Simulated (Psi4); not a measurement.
# One shape, several levels: doublet CH5BClN+

Aim: a comparison of 4 runs (U-revPBE/def2-SVP, UPBE/def2-SVP, USVWN5/def2-SVP, UTPSS/def2-SVP) of doublet CH5BClN+. 

Program for the calculation: Psi4 1.11.

**1. The molecule**

CH5BClN+: 9 atoms, total charge +1, spin state doublet. SMILES of the parent species: `CNBCl`. Geometry: relaxed at PBE0-D4/def2-TZVP. This is one conformer, not always the lowest. That shape belongs to the parent species and isn't relaxed for this state.

Bond lengths: C1–N2 1.445 Å, N2–B3 1.381 Å, B3–Cl4 1.771 Å, C1–H5 1.094 Å, C1–H6 1.094 Å, C1–H7 1.090 Å, N2–H8 1.009 Å, B3–H9 1.192 Å. Some angles: C1–N2–B3 126.0°, N2–B3–Cl4 119.6°, C1–N2–H8 115.0°, B3–N2–H8 119.0°, N2–C1–H5 111.4°, N2–C1–H6 111.4°, N2–C1–H7 109.2°, N2–B3–H9 121.5°, Cl4–B3–H9 118.9°, H5–C1–H6 108.3°.

**2. A single-point energy at U-revPBE/def2-SVP (run 1)**

Input file input.json:

```json
{
  "schema_name": "qcschema_input",
  "schema_version": 1,
  "molecule": {
    "schema_name": "qcschema_molecule",
    "schema_version": 2,
    "symbols": ["C", "N", "B", "Cl", "H", "H", "H", "H", "H"],
    "geometry": [0.9639493, 0.91103696, -1.83945941, -0.77081929, -0.4270781, -0.21108241, -0.49340749, -0.78461429, 2.35875615, -2.82570747, -2.48404499, 4.05308459, 1.7139816, -0.32200933, -3.31930394, 0.05272336, 2.53015431, -2.74539411, 2.54489417, 1.60607823, -0.71809593, -2.30641074, -1.14422917, -1.08451382, 1.28803733, 0.02683411, 3.47369456],
    "molecular_charge": 1,
    "molecular_multiplicity": 2,
    "fix_symmetry": "c1"
  },
  "driver": "energy",
  "model": {
    "method": "revpbe",
    "basis": "def2-SVP"
  },
  "keywords": {
    "reference": "uks",
    "puream": true,
    "e_convergence": 1e-09,
    "d_convergence": 1e-08,
    "scf_type": "pk",
    "dft_radial_points": 99,
    "dft_spherical_points": 590,
    "maxiter": 100,
    "scf_properties": ["MULLIKEN_CHARGES", "WIBERG_LOWDIN_INDICES", "LOWDIN_CHARGES"]
  }
}
```

On the command line:

```bash
$ psi4 --qcschema input.json -n 1 --memory 1600MB
```

stdout:

```text
[...]
  Running in c1 symmetry.
[...]
  Nuclear repulsion =  139.526732650728775
[...]
  Multiplicity = 2
[...]
  Nalpha       = 20
  Nbeta        = 19
[...]
    Number of basis functions: 85
[...]
   @UKS iter   1:  -579.79838507503132    4.42751e-01   1.04592e-02 DIIS/ADIIS
[...]
   @UKS iter  16:  -580.28748487892335   -4.09273e-12   3.58283e-09 DIIS
[...]
   @S^2 Observed:                7.550135723E-01
[...]
  @UKS Final Energy:  -580.28748487892335
   => Energetics <=
    Nuclear Repulsion Energy =            139.5267326507287748
    One-Electron Energy =               -1063.9297910954805957
    Two-Electron Energy =                 390.1936995861908599
    DFT Exchange-Correlation Energy =     -46.0781260203622836
    Empirical Dispersion Energy =           0.0000000000000000
    VV10 Nonlocal Energy =                  0.0000000000000000
    Total Energy =                       -580.2874848789233511
[...]
 Multipole Moments:
 ------------------------------------------------------------------------------------
     Multipole            Electronic (a.u.)      Nuclear  (a.u.)        Total (a.u.)
 ------------------------------------------------------------------------------------
 L = 1.  Multiply by 2.5417464519 to convert [e a0] to [Debye]
 Dipole X            :         -4.5754358            5.1900071            0.6145713
 Dipole Y            :         -3.9039247            4.6367727            0.7328479
 Dipole Z            :          6.1481298           -8.0071236           -1.8589938
 Magnitude           :                                                    2.0906032
[...]
  Mulliken Charges: (a.u.)
   Center  Symbol    Alpha    Beta     Spin     Total
       1     C     2.97269  2.96043  0.01227  0.06688
       2     N     3.75008  3.17160  0.57849  0.07832
       3     B     2.46977  2.51978 -0.05000  0.01045
       4    CL     8.57854  8.23919  0.33935  0.18227
       5     H     0.46381  0.39437  0.06945  0.14182
       6     H     0.46378  0.39447  0.06931  0.14176
       7     H     0.44448  0.44579 -0.00131  0.10973
       8     H     0.39562  0.41272 -0.01711  0.19166
       9     H     0.46122  0.46166 -0.00044  0.07713
   Total alpha = 20.00000, Total beta = 19.00000, Total charge =  1.00000
[...]
```

The result, in JSON:

```text
{
 "driver": "energy",
 "model": {
  "method": "revpbe",
  "basis": "def2-SVP"
 },
 "success": true,
 "return_result": -580.2874848789234,
 "properties": {
  "calcinfo_nbasis": 85,
  "calcinfo_nmo": 85,
  "calcinfo_nalpha": 20,
  "calcinfo_nbeta": 19,
  "calcinfo_natom": 9,
  "nuclear_repulsion_energy": 139.52673265072877,
  "return_energy": -580.2874848789234,
  "scf_one_electron_energy": -1063.9297910954806,
  "scf_two_electron_energy": 390.19369958619086,
  "scf_xc_energy": -46.078126020362284,
  "scf_dipole_moment": [0.6145712658313629, 0.7328479042657676, -1.858993796354624],
  "scf_total_energy": -580.2874848789234,
  "scf_iterations": 16
 }
}
```

Run time: 52 s. Hardware: 1 thread of Intel Xeon Platinum 8259CL at 2.50GHz (Skylake/Cascade Lake), shared host; peak memory 0.84 GiB.

**3. Energy and forces at UPBE/def2-SVP (run 2)**

Input file calc.inp:

```
memory 1600 MB

molecule system {
  1 2
  C
  N 1 1.444526
  B 2 1.380824 1 125.95094
  Cl 3 1.770842 2 119.61229 1 -179.99408
  H 1 1.093861 2 111.42222 3 119.43293
  H 1 1.093822 5 108.26673 2 -122.86742
  H 1 1.089633 6 108.22492 5 117.08408
  H 2 1.008944 3 119.02868 4 0.00255
  H 3 1.192127 2 121.47521 8 -179.99975
  units angstrom
  symmetry c1
}

set {
  basis def2-SVP
  reference uks
  puream true
  e_convergence 1e-09
  d_convergence 1e-08
  scf_type pk
  dft_radial_points 99
  dft_spherical_points 590
  maxiter 100
}

gradient("pbe")
print_variables()
```

On the command line:

```bash
$ psi4 calc.inp calc.out -n 1
```

calc.out:

```text
[...]
  Running in c1 symmetry.
[...]
  Nuclear repulsion =  139.526745837514625
[...]
  Multiplicity = 2
[...]
  Nalpha       = 20
  Nbeta        = 19
[...]
    Number of basis functions: 85
[...]
   @UKS iter   1:  -579.54153746959173    4.75664e-01   1.07172e-02 ADIIS/DIIS
[...]
   @UKS iter  16:  -580.05099407803107   -2.95586e-12   3.14309e-09 DIIS
[...]
   @S^2 Observed:                7.546580972E-01
[...]
  @UKS Final Energy:  -580.05099407803107
   => Energetics <=
    Nuclear Repulsion Energy =            139.5267458375146248
    One-Electron Energy =               -1063.9417209281741634
    Two-Electron Energy =                 390.1953732341022487
    DFT Exchange-Correlation Energy =     -45.8313922214737914
    Empirical Dispersion Energy =           0.0000000000000000
    VV10 Nonlocal Energy =                  0.0000000000000000
    Total Energy =                       -580.0509940780310671
[...]
 Multipole Moments:
 ------------------------------------------------------------------------------------
     Multipole            Electronic (a.u.)      Nuclear  (a.u.)        Total (a.u.)
 ------------------------------------------------------------------------------------
 L = 1.  Multiply by 2.5417464519 to convert [e a0] to [Debye]
 Dipole X            :         -0.0003597            0.0002667           -0.0000930
 Dipole Y            :         -1.3794822            2.3400553            0.9605731
 Dipole Z            :          8.4914194          -10.3476554           -1.8562360
 Magnitude           :                                                    2.0900509
[...]
  -Total Gradient:
     Atom            X                  Y                   Z
    ------   -----------------  -----------------  -----------------
       1       -0.000027679567     0.023045784628    -0.023404294686
       2        0.000003280683    -0.032579467124     0.047859146151
       3        0.000001140478     0.049905758934    -0.039395270909
       4       -0.000001280541    -0.003935481865     0.009132205158
       5        0.011163460577    -0.014087464891     0.004397984333
       6       -0.011142774321    -0.014117154033     0.004399276553
       7        0.000000907795     0.010147196789     0.003587736210
       8        0.000002794987    -0.022649695319    -0.009036992363
       9        0.000000154014     0.004277525770     0.002459542311
[...]
```

It took 91 s on 1 thread of Intel Xeon Platinum 8259CL at 2.50GHz (Skylake/Cascade Lake), shared host; peak memory 0.85 GiB.

Run 3 isn't shown in full; the table further down has it.

**4. The energy at UTPSS/def2-SVP (run 4)**

Input file input.in:

```
memory 1600 MB

molecule molecule1 {
  1 2
  C      0.510100     0.482100    -0.973400
  N     -0.407900    -0.226000    -0.111700
  B     -0.261100    -0.415200     1.248200
  Cl    -1.495300    -1.314500     2.144800
  H      0.907000    -0.170400    -1.756500
  H      0.027900     1.338900    -1.452800
  H      1.346700     0.849900    -0.380000
  H     -1.220500    -0.605500    -0.573900
  H      0.681600     0.014200     1.838200
  units angstrom
  symmetry c1
}

set {
  basis def2-SVP
  reference uks
  puream true
  e_convergence 1e-09
  d_convergence 1e-08
  scf_type pk
  dft_radial_points 99
  dft_spherical_points 590
  maxiter 100
}

energy("tpss")
print_variables()
```

On the command line:

```bash
$ psi4 -n 1 input.in input.out
```

input.out:

```text
[...]
  Running in c1 symmetry.
[...]
  Nuclear repulsion =  139.526732547656678
[...]
  Multiplicity = 2
[...]
  Nalpha       = 20
  Nbeta        = 19
[...]
    Number of basis functions: 85
[...]
   @UKS iter   1:  -579.99305374751020    3.92178e-01   1.02035e-02 ADIIS/DIIS
[...]
   @UKS iter  16:  -580.45721657841557   -6.59384e-12   5.68129e-09 DIIS
[...]
   @S^2 Observed:                7.567608156E-01
[...]
    Orbital Energies [Eh]
    ---------------------
    Alpha Occupied:
       1A   -101.210678     2A    -14.441273     3A    -10.272629
       4A     -9.483539     5A     -7.267484     6A     -7.266154
       7A     -7.257845     8A     -6.878842     9A     -1.130322
      10A     -1.004399    11A     -0.880701    12A     -0.769754
      13A     -0.695979    14A     -0.663417    15A     -0.626379
      16A     -0.583745    17A     -0.559634    18A     -0.559133
      19A     -0.520843    20A     -0.494615
    Alpha Virtual:
      21A     -0.253827    22A     -0.164616    23A     -0.131703
      24A     -0.105704    25A     -0.090778    26A     -0.073794
[...]
  @UKS Final Energy:  -580.45721657841557
   => Energetics <=
    Nuclear Repulsion Energy =            139.5267325476566782
    One-Electron Energy =               -1063.9203559023110301
    Two-Electron Energy =                 390.2015054524589459
    DFT Exchange-Correlation Energy =     -46.2650986762201484
    Empirical Dispersion Energy =           0.0000000000000000
    VV10 Nonlocal Energy =                  0.0000000000000000
    Total Energy =                       -580.4572165784155686
[...]
 Multipole Moments:
 ------------------------------------------------------------------------------------
     Multipole            Electronic (a.u.)      Nuclear  (a.u.)        Total (a.u.)
 ------------------------------------------------------------------------------------
 L = 1.  Multiply by 2.5417464519 to convert [e a0] to [Debye]
 Dipole X            :         -4.5458789            5.1900071            0.6441282
 Dipole Y            :         -3.8774718            4.6367727            0.7593008
 Dipole Z            :          6.1023521           -8.0071236           -1.9047715
 Magnitude           :                                                    2.1493239
[...]
```

It took 2.5 min on 1 thread of Intel Xeon Platinum 8259CL at 2.50GHz (Skylake/Cascade Lake), shared host; peak memory 0.97 GiB.

**5. All runs side by side**

```tsv
run	level	task	energy (Eh)	HOMO energy (eV)	LUMO energy (eV)	⟨S²⟩	wall time
1	U-revPBE/def2-SVP	energy	-580.287485	-13.14	-12.85	0.755	52 s
2	UPBE/def2-SVP	gradient	-580.050994	-13.16	-12.91	0.755	91 s
3	USVWN5/def2-SVP	gradient	-577.800286	-13.21	-13.13	0.753	46 s
4	UTPSS/def2-SVP	energy	-580.457217	-13.34	-12.83	0.757	2.5 min
```

**6. Summary of results**

```
                                 quantity          value
                      run 4: total energy  -580.45722 Eh
run 4: HOMO energy (highest over α and β)      -13.34 eV
 run 4: LUMO energy (lowest over α and β)      -12.83 eV
                              run 4: ⟨S²⟩          0.757
```

**Reading.** Totals of different functionals can't be ranked against each other. All runs together took 5.7 min, the longest 2.5 min.
